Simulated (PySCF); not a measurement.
# CoBr₄ (-2): ligand-field states

Aim: compute the ligand-field states of CoBr₄ (-2).

Programs: PySCF 2.14.0, with routines of our own; each step states its level. All values are computed. Atoms count from 0.

## Step 1: The starting structure

5 atoms, charge -2, states of the metal's open shell are computed; geometry from: model geometry, bond lengths from ionic radii.

## Step 2: Ligand-field states: state-averaged CASSCF in water

What the job is given:

```
{"job": {"kind": "lf", "basis": {"metal": "x2c-TZVPall", "ligand": "x2c-SVPall"}, "nevpt": true, "solvent": "water"}, "charge": -2, "metal": "Co", "open_shell": "d7"}
Co     0.000000     0.000000     0.000000
Br     1.434715     1.434715     1.434716
Br    -1.434715    -1.434715     1.434716
Br    -1.434715     1.434715    -1.434716
Br     1.434715    -1.434715    -1.434716
```

With the program's defaults for keys left out, this is: state-averaged CASSCF of the metal d shell, SC-NEVPT2 on the averaged canonical orbitals, state-interaction spin-orbit coupling.

Started as:

```
$ OMP_NUM_THREADS=1 python lf_run.py task.json out
```

This one command runs all jobs of the session in turn.

What it wrote:

```text
basis functions 176, electrons 169, active (7e, 5o)
stage 1: DIIS on the effective Fock matrix, level shift 0.30
cycle   1  E = -11800.3085531901  dE = -1.180e+04  max|g| = 3.545e+00
cycle   2  E = -11805.3025706319  dE = -4.994e+00  max|g| = 2.418e+00
cycle   3  E = -11805.0284910761  dE =  2.741e-01  max|g| = 2.895e+00
cycle   4  E = -11807.5591530021  dE = -2.531e+00  max|g| = 5.911e-01
cycle   5  E = -11808.1811600076  dE = -6.220e-01  max|g| = 2.764e-01
cycle   6  E = -11808.2007327219  dE = -1.957e-02  max|g| = 1.563e-01
cycle   7  E = -11808.2127798775  dE = -1.205e-02  max|g| = 1.576e-01
cycle   8  E = -11808.2580991684  dE = -4.532e-02  max|g| = 7.747e-02
cycle   9  E = -11808.2732937143  dE = -1.519e-02  max|g| = 9.908e-02
cycle  10  E = -11808.2396707954  dE =  3.362e-02  max|g| = 9.924e-02
cycle  11  E = -11808.2848509616  dE = -4.518e-02  max|g| = 5.715e-02
cycle  12  E = -11808.2667911455  dE =  1.806e-02  max|g| = 7.328e-02
cycle  13  E = -11808.1875644137  dE =  7.923e-02  max|g| = 1.870e-01
cycle  14  E = -11808.0756743519  dE =  1.119e-01  max|g| = 3.148e-01
cycle  15  E = -11807.7630470648  dE =  3.126e-01  max|g| = 4.785e-01
stage 2: quasi-Newton rotations from the point of smallest gradient
cycle  17  E = -11808.2885871534  dE = -3.736e-03  max|g| = 7.224e-02
cycle  18  E = -11808.2900159620  dE = -1.429e-03  max|g| = 4.673e-03
cycle  19  E = -11808.2900965724  dE = -8.061e-05  max|g| = 8.475e-04
cycle  20  E = -11808.2901000170  dE = -3.445e-06  max|g| = 2.957e-04
cycle  21  E = -11808.2901003670  dE = -3.500e-07  max|g| = 1.194e-04
cycle  22  E = -11808.2901003999  dE = -3.296e-08  max|g| = 3.496e-05
cycle  23  E = -11808.2901004012  dE = -1.324e-09  max|g| = 1.078e-05
cycle  24  E = -11808.2901004014  dE = -1.128e-10  max|g| = 8.961e-07
converged average energy = -11808.2901004014

 mult deg   label        CASSCF/cm-1   NEVPT2/cm-1
   4   1   4A2                 0.0           0.0
   4   3   4T2              1828.7        2799.9
   4   3   4T1              3234.5        4932.2
   4   3   4T1             19979.8       18126.7
   2   2   2E              19346.3       18364.0
   2   3   2T1             19437.1       18658.2
   2   1   2A1             19519.4       19119.7
   2   3   2T2             20415.4       20263.9
   2   3   2T1             24913.6       22895.0
   2   3   2T2             25406.1       24068.0
   2   2   2E              26186.4       25240.4
   2   3   2T1             26900.8       25738.2
   2   3   2T1             26563.2       25847.2
   2   3   2T2             28510.3       27028.4
   2   2   2E              29142.4       28434.7
   2   1   2A2             43229.7       38715.6
   2   3   2T2             43714.2       39361.4
   2   3   2T1             44096.7       40067.8
   2   2   2E              67279.4       59014.0
   2   3   2T2             67939.9       60118.9

spin-orbit levels / cm-1
      0.00  x4  4A2 0.95 4T2 0.05
   2640.19  x4  4T2 0.93 4T1 0.07
   2789.27  x2  4T2 0.97
   3047.82  x4  4T2 0.91 4A2 0.05 4T1 0.04
   3107.31  x2  4T2 0.99
   4511.98  x2  4T1 0.97
   4948.04  x4  4T1 0.95 4T2 0.05
   5464.86  x2  4T1 0.99
   5585.43  x4  4T1 0.94 4T2 0.06
  18017.31  x4  4T1 0.99
  18020.99  x2  4T1 1.00
  18241.52  x4  4T1 0.38 2E 0.37 2T1 0.23
  18312.44  x4  4T1 0.59 2E 0.33 2T1 0.05
  18444.20  x2  2T1 0.72 2A1 0.21 4T1 0.05
  18646.37  x2  4T1 0.93 2A1 0.03
  19069.84  x4  2T1 0.69 2E 0.27
  19524.19  x2  2A1 0.74 2T1 0.25
  20196.72  x4  2T2 0.97
  20765.66  x2  2T2 1.00
  22846.89  x4  2T1 0.94
```

Run time: 30 s. Hardware: 1 thread of Arm Neoverse V1, shared host; peak memory 0.53 GiB.

Key values:

```
             quantity     value
spin-orbit constant ζ  492 cm⁻¹
```

Powder susceptibility:

```
T (K)  χT (cm³ K/mol)  μ(eff)
    2           2.712    4.66
    5           2.714    4.66
   10           2.717    4.66
   20           2.724    4.67
   30           2.730    4.67
   50           2.744    4.68
   75           2.760    4.70
  100           2.777    4.71
  150           2.810    4.74
  200           2.843    4.77
  250           2.876    4.79
  300           2.909    4.82
```

Orbitals, density, ELF and potential are computed afterwards from the orbital file.

The spin density lies nearest to Co0 96 %.

## Step 3: Ligand-field states: state-averaged CASSCF (angle to the S4 axis at 45°) in water

What the job is given:

```
{"job": {"kind": "lf", "basis": {"metal": "x2c-TZVPall", "ligand": "x2c-SVPall"}, "nevpt": true, "solvent": "water", "reuse": true}, "charge": -2, "metal": "Co", "open_shell": "d7"}
Co     0.000000     0.000000     0.000000
Br     1.242500     1.242500     1.757160
Br    -1.242500    -1.242500     1.757160
Br    -1.242500     1.242500    -1.757160
Br     1.242500    -1.242500    -1.757160
```

Level: state-averaged CASSCF of the metal d shell, SC-NEVPT2 on the averaged canonical orbitals, state-interaction spin-orbit coupling.

What it wrote:

```text
basis functions 176, electrons 169, active (7e, 5o)
start from the orbitals of the previous structure
stage 1: DIIS on the effective Fock matrix, level shift 0.30
cycle   1  E = -11805.9269276461  dE = -1.181e+04  max|g| = 3.937e+00
cycle   2  E = -11807.7114548616  dE = -1.785e+00  max|g| = 6.734e-01
cycle   3  E = -11808.0196374817  dE = -3.082e-01  max|g| = 6.912e-01
cycle   4  E = -11808.1996580302  dE = -1.800e-01  max|g| = 1.561e-01
cycle   5  E = -11808.0724742352  dE =  1.272e-01  max|g| = 1.925e-01
cycle   6  E = -11807.9748805130  dE =  9.759e-02  max|g| = 2.747e-01
cycle   7  E = -11807.8257204116  dE =  1.492e-01  max|g| = 3.477e-01
cycle   8  E = -11807.6419294867  dE =  1.838e-01  max|g| = 4.575e-01
cycle   9  E = -11807.6725522357  dE = -3.062e-02  max|g| = 4.366e-01
cycle  10  E = -11807.6939137044  dE = -2.136e-02  max|g| = 4.191e-01
cycle  11  E = -11807.7254677078  dE = -3.155e-02  max|g| = 3.999e-01
cycle  12  E = -11807.7871379175  dE = -6.167e-02  max|g| = 3.809e-01
cycle  13  E = -11807.8673251480  dE = -8.019e-02  max|g| = 3.498e-01
cycle  14  E = -11808.0327819085  dE = -1.655e-01  max|g| = 2.975e-01
cycle  15  E = -11807.8124146051  dE =  2.204e-01  max|g| = 4.161e-01
stage 2: quasi-Newton rotations from the point of smallest gradient
cycle  17  E = -11808.2590651723  dE = -5.941e-02  max|g| = 1.983e-01
cycle  18  E = -11808.2714029752  dE = -1.234e-02  max|g| = 3.298e-02
cycle  19  E = -11808.2742330893  dE = -2.830e-03  max|g| = 1.452e-02
cycle  20  E = -11808.2744402095  dE = -2.071e-04  max|g| = 3.571e-03
cycle  21  E = -11808.2744537277  dE = -1.352e-05  max|g| = 9.792e-04
cycle  22  E = -11808.2744553358  dE = -1.608e-06  max|g| = 2.595e-04
cycle  23  E = -11808.2744554334  dE = -9.759e-08  max|g| = 9.532e-05
cycle  24  E = -11808.2744554454  dE = -1.193e-08  max|g| = 2.515e-05
cycle  25  E = -11808.2744554463  dE = -9.368e-10  max|g| = 8.659e-06
converged average energy = -11808.2744554463

 mult deg   label        CASSCF/cm-1   NEVPT2/cm-1
   4   1   4B1                 0.0           0.0
   4   1   4B2               889.7        1342.8
   4   2   4E               2290.1        3609.7
   4   2   4E               2975.6        4610.2
   4   1   4A2              3836.2        5689.0
   4   1   4A2             19124.9       17189.4
   2   1   2A1             19001.6       18062.3
   2   2   2E              19160.8       18103.9
   2   1   2A2             19350.0       18431.1
   2   1   2B1             19499.8       18592.0
   2   1   2A1             19395.4       18611.8
   4   2   4E              20541.5       18917.3
   2   1   2B2             20017.4       19540.9
   2   2   2E              20670.7       20770.0
   2   1   2A2             24060.3       22053.5
   2   2   2E              24305.6       22459.9
   2   1   2B2             24834.9       23171.0
   2   1   2B1             25142.6       23644.1
   2   1   2A2             26708.5       24428.7
   2   2   2E              26350.1       24684.0
   2   2   2E              26903.2       26093.8
   2   2   2E              26490.1       26171.6
   2   2   2E              28665.2       27061.0
   2   1   2A1             27542.7       27559.5
   2   1   2B2             28541.6       27582.4
   2   1   2A2             27821.9       28346.7
   2   1   2B1             28884.3       28366.8
   2   1   2A1             29467.5       28696.6
   2   1   2B1             43205.2       38684.0
   2   1   2B2             43440.1       38920.3
   2   2   2E              43729.0       39573.2
   2   1   2A2             44152.5       40405.2
   2   2   2E              44420.8       40486.2
   2   1   2A1             66193.8       57595.0
   2   2   2E              67453.1       59544.2
   2   1   2B1             68647.1       61034.1
   2   1   2B2             69097.0       61798.2

spin-orbit levels / cm-1
      0.00  x2  4B1 0.89 4B2 0.10
     88.42  x2  4B1 0.96
   1460.24  x2  4B2 0.95 4E 0.03
   1664.16  x2  4B2 0.88 4B1 0.10
   3269.17  x2  4E 0.90 4E 0.09
   3678.19  x2  4E 0.95
   3893.63  x2  4E 0.91 4E 0.05
   4008.92  x2  4E 0.80 4E 0.17
   4551.77  x2  4E 0.80 4A2 0.17
   4847.87  x2  4E 0.85 4E 0.07 4A2 0.07
   4873.76  x2  4E 0.92 4E 0.07
   5195.83  x2  4E 0.81 4E 0.18
   6049.94  x2  4A2 0.90 4E 0.09
   6238.35  x2  4A2 0.80 4E 0.15 4E 0.04
  17311.10  x2  4A2 0.97
  17332.60  x2  4A2 0.97
  17822.36  x2  2E 0.51 2A1 0.46
  18225.18  x2  2E 0.77 2B1 0.19
  18265.14  x2  2A2 0.55 2A1 0.36 2A1 0.05
  18671.45  x2  2A1 0.45 2E 0.41 4E 0.06
  18833.36  x2  4E 0.57 2B1 0.33 2E 0.08
  18922.85  x2  4E 0.53 2B1 0.39 2E 0.07
  19012.16  x2  4E 0.87 2B1 0.06 2E 0.04
  19115.51  x2  4E 0.78 2A1 0.11 2E 0.04
  19194.05  x2  2A1 0.45 2A2 0.33 4E 0.20
  19354.37  x2  4E 0.89 2A1 0.04 2A2 0.03
  19726.15  x2  2B2 0.93
  20713.35  x2  2E 0.99
  21238.68  x2  2E 0.97
  22147.14  x2  2A2 0.75 2E 0.22
```

Run time: 27 s. Hardware: 1 thread of Arm Neoverse V1, shared host; peak memory 0.56 GiB.

From this job:

```
             quantity     value
spin-orbit constant ζ  492 cm⁻¹
```

Powder susceptibility:

```
T (K)  χT (cm³ K/mol)  μ(eff)
    2           2.189    4.18
   20           2.475    4.45
  100           2.955    4.86
  300           3.097    4.98
```

## Step 4: Ligand-field states: state-averaged CASSCF (angle to the S4 axis at 50°) in water

What the job is given:

```
{"job": {"kind": "lf", "basis": {"metal": "x2c-TZVPall", "ligand": "x2c-SVPall"}, "nevpt": true, "solvent": "water", "reuse": true}, "charge": -2, "metal": "Co", "open_shell": "d7"}
Co     0.000000     0.000000     0.000000
Br     1.346063     1.346063     1.597327
Br    -1.346063    -1.346063     1.597327
Br    -1.346063     1.346063    -1.597327
Br     1.346063    -1.346063    -1.597327
```

With the program's defaults for keys left out, this is: state-averaged CASSCF of the metal d shell, SC-NEVPT2 on the averaged canonical orbitals, state-interaction spin-orbit coupling.

What it wrote:

```text
basis functions 176, electrons 169, active (7e, 5o)
start from the orbitals of the previous structure
stage 1: DIIS on the effective Fock matrix, level shift 0.30
cycle   1  E = -11807.4305204080  dE = -1.181e+04  max|g| = 2.236e+00
cycle   2  E = -11808.1602538677  dE = -7.297e-01  max|g| = 3.906e-01
cycle   3  E = -11808.2000383275  dE = -3.978e-02  max|g| = 1.798e-01
cycle   4  E = -11808.2430869376  dE = -4.305e-02  max|g| = 9.282e-02
cycle   5  E = -11808.1959082021  dE =  4.718e-02  max|g| = 1.903e-01
cycle   6  E = -11808.2211063256  dE = -2.520e-02  max|g| = 1.764e-01
cycle   7  E = -11808.2477633658  dE = -2.666e-02  max|g| = 8.313e-02
cycle   8  E = -11808.2624532180  dE = -1.469e-02  max|g| = 6.126e-02
cycle   9  E = -11808.2604344654  dE =  2.019e-03  max|g| = 1.091e-01
cycle  10  E = -11808.2475950917  dE =  1.284e-02  max|g| = 1.416e-01
cycle  11  E = -11808.2105180267  dE =  3.708e-02  max|g| = 2.025e-01
cycle  12  E = -11808.0784882028  dE =  1.320e-01  max|g| = 3.096e-01
cycle  13  E = -11807.4798038149  dE =  5.987e-01  max|g| = 6.028e-01
cycle  14  E = -11806.8964274844  dE =  5.834e-01  max|g| = 1.001e+00
cycle  15  E = -11806.3762780248  dE =  5.201e-01  max|g| = 1.306e+00
stage 2: quasi-Newton rotations from the point of smallest gradient
cycle  17  E = -11808.2862396740  dE = -2.379e-02  max|g| = 3.886e-02
cycle  18  E = -11808.2869023459  dE = -6.627e-04  max|g| = 2.269e-02
cycle  19  E = -11808.2871133537  dE = -2.110e-04  max|g| = 2.260e-03
cycle  20  E = -11808.2871205616  dE = -7.208e-06  max|g| = 2.707e-04
cycle  21  E = -11808.2871210596  dE = -4.980e-07  max|g| = 1.518e-04
cycle  22  E = -11808.2871211028  dE = -4.321e-08  max|g| = 3.040e-05
cycle  23  E = -11808.2871211048  dE = -1.983e-09  max|g| = 8.441e-06
converged average energy = -11808.2871211048

 mult deg   label        CASSCF/cm-1   NEVPT2/cm-1
   4   1   4B1                 0.0           0.0
   4   1   4B2              1329.0        2026.4
   4   2   4E               2079.5        3206.8
   4   2   4E               3076.1        4731.5
   4   1   4A2              3566.7        5352.8
   4   1   4A2             19484.9       17531.2
   2   1   2A1             19192.9       18244.1
   2   1   2B1             19436.7       18492.8
   2   2   2E              19353.9       18505.5
   4   2   4E              20264.4       18508.6
   2   1   2A2             19409.7       18564.4
   2   1   2A1             19487.2       18926.6
   2   1   2B2             20218.0       19904.0
   2   2   2E              20537.4       20492.9
   2   1   2A2             24508.8       22540.4
   2   2   2E              24681.1       22765.2
   2   1   2B2             25118.0       23614.7
   2   1   2B1             25639.1       24404.8
   2   2   2E              25901.8       24504.5
   2   1   2A2             26679.2       24812.3
   2   2   2E              26819.6       25416.6
   2   2   2E              26502.0       26167.5
   2   1   2A1             26828.7       26286.2
   2   2   2E              28558.1       26995.1
   2   1   2A2             27286.7       27253.1
   2   1   2B2             28512.7       27255.9
   2   1   2B1             29009.1       28371.3
   2   1   2A1             29293.4       28542.9
   2   1   2B1             43224.8       38709.0
   2   1   2B2             43559.7       39096.0
   2   2   2E              43743.7       39484.4
   2   1   2A2             44086.6       40151.2
   2   2   2E              44217.3       40190.9
   2   1   2A1             66688.6       58225.2
   2   2   2E              67673.7       59775.1
   2   1   2B1             67950.8       59966.3
   2   1   2B2             68528.8       60944.0

spin-orbit levels / cm-1
      0.00  x2  4B1 0.93 4B2 0.05
     36.71  x2  4B1 0.96 4E 0.03
   2060.02  x2  4B2 0.93 4E 0.04
   2233.12  x2  4B2 0.92 4B1 0.04
   2978.39  x2  4E 0.91 4E 0.07
   3283.98  x2  4E 0.93
   3413.30  x2  4E 0.93
   3509.99  x2  4E 0.90 4E 0.06
   4510.96  x2  4E 0.76 4A2 0.20
   4841.98  x2  4E 0.93 4E 0.04
   4941.40  x2  4E 0.79 4A2 0.15 4E 0.04
   5342.22  x2  4E 0.91 4E 0.07
   5712.75  x2  4A2 0.81 4E 0.17
   5899.45  x2  4A2 0.75 4E 0.19 4E 0.05
  17596.98  x2  4A2 0.96
  17603.92  x2  4A2 0.94 4E 0.05
  18099.23  x2  2A1 0.60 2E 0.35
  18339.49  x2  2B1 0.47 2E 0.39 4E 0.12
  18388.69  x2  2A2 0.56 2A1 0.27 2E 0.11
  18428.51  x2  4E 0.93 2E 0.05
  18556.76  x2  4E 0.89 2B1 0.07
  18634.77  x2  4E 0.86 2A1 0.05 2E 0.04
  18903.72  x2  4E 0.89 4A2 0.04
  18987.75  x2  2E 0.53 2B1 0.41
  19005.84  x2  2E 0.42 2A1 0.28 2A2 0.16
  19389.69  x2  2A1 0.69 2A2 0.24 2E 0.05
  20003.80  x2  2B2 0.90 2E 0.06
  20411.58  x2  2E 0.98
  20927.80  x2  2E 0.93 2B2 0.07
  22532.35  x2  2A2 0.67 2E 0.30
```

It took 25 s on 1 thread of Arm Neoverse V1, shared host; peak memory 0.56 GiB.

From this job:

```
             quantity     value
spin-orbit constant ζ  492 cm⁻¹
```

Powder susceptibility:

```
T (K)  χT (cm³ K/mol)  μ(eff)
    2           1.914    3.91
   20           2.508    4.48
  100           2.815    4.74
  300           2.950    4.86
```

[end of part 1 of 3]
